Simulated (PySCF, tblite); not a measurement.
# C6H10OSi: geometry, infrared bands and NMR shifts

What infrared bands and NMR shifts should C6H10OSi (`C(=C1\C[SiH2]1)/C1COC1`) show?

Computed with tblite 0.8.0 and PySCF 2.14.0, with density-fitted response routines of our own, on a single molecule in the gas phase. Atoms are numbered from 0 throughout.

### 1 Starting geometry

18 atoms, charge 0, multiplicity 1; geometry from: force field or distance geometry start.

Bonds of the start (Å): C0–C1 1.34, C1–C2 1.50, C2–Si3 1.88, C0–C4 1.49, C4–C5 1.53, C5–O6 1.39, O6–C7 1.40, Si3–C1 1.86, C7–C4 1.50, C0–H8 1.10, C2–H9 1.12, C2–H10 1.08, Si3–H11 1.47, Si3–H12 1.43, C4–H13 1.13, C5–H14 1.12, C5–H15 1.10, C7–H16 1.11, C7–H17 1.10.

### 2 Optimising the geometry with GFN2-xTB

What the job is given:

```
{"job": {"kind": "relax", "xc": "GFN2-xTB", "basis": "xTB"}, "charge": 0, "multiplicity": 1}
C      0.035200    -0.742700    -0.095300
C      1.318800    -0.389900    -0.230700
C      2.782400    -0.716100    -0.106700
Si     2.422200     1.014900    -0.734100
C     -1.062900     0.205500    -0.424100
C     -2.286100    -0.481400    -1.028100
O     -2.815900    -0.484200     0.257600
C     -2.007200     0.572500     0.684300
H     -0.153300    -1.762400     0.272300
H      3.155700    -1.403700    -0.904500
H      3.230100    -0.828100     0.873300
H      2.380500     2.133900     0.216800
H      2.738400     1.228600    -2.115500
H     -0.709300     1.066300    -1.057500
H     -2.836600     0.142600    -1.771000
H     -2.120800    -1.499300    -1.400100
H     -2.479400     1.577200     0.598300
H     -1.600400     0.372800     1.688600
```

The run is started by

```
OMP_NUM_THREADS=1 python probes_run.py task.json out
```

One launch serves the whole session: the jobs run in the order shown.

**Question.** This job is followed by: GFN2-xTB harmonic vibrations, gas phase; GIAO PBE0/pcSseg-1 NMR shielding, non-relativistic, gas phase. Predict these results of the whole session: strongest single infrared mode (GFN2-xTB); zero-point energy (GFN2-xTB); ¹³C shifts against TMS (PBE0/pcSseg-1, means over atoms taken as alike); ¹H shifts against TMS (PBE0/pcSseg-1, means over atoms taken as alike); ²⁹Si shifts against TMS (PBE0/pcSseg-1); ¹⁷O shifts against H2O (PBE0/pcSseg-1).

As calculated:

```
                                                               quantity                                   value
                              strongest single infrared mode (GFN2-xTB)                   2349 cm⁻¹, 436 km/mol
                                           zero-point energy (GFN2-xTB)                           87.1 kcal/mol
¹³C shifts against TMS (PBE0/pcSseg-1, means over atoms taken as alike)       149.4, 135.6, 78.7, 46.9, 1.6 ppm
 ¹H shifts against TMS (PBE0/pcSseg-1, means over atoms taken as alike)  7.47, 5.00, 4.77, 3.79, 3.15, 1.20 ppm
                                ²⁹Si shifts against TMS (PBE0/pcSseg-1)                              -148.2 ppm
                                 ¹⁷O shifts against H2O (PBE0/pcSseg-1)                                 4.4 ppm
```

What this shows: Relaxing lowered the energy by 0.625 eV in 103 steps; the close pair that moved most is C4–C7, from 1.502 to 1.540 Å. All 48 modes are real, so the xTB geometry is a minimum. Unscaled tight-binding wavenumbers are off by several per cent, some by more. Its intensities can rank the bands wrongly. The most deshielded hydrogen is H8 (hydrogen on an alkene CH), at 7.47 ppm: attached to an sp2 carbon and in the plane of the double bond. At PBE0/pcSseg-1: The widest tensor belongs to Si3: span 288 ppm, with a paramagnetic part of -385 ppm.
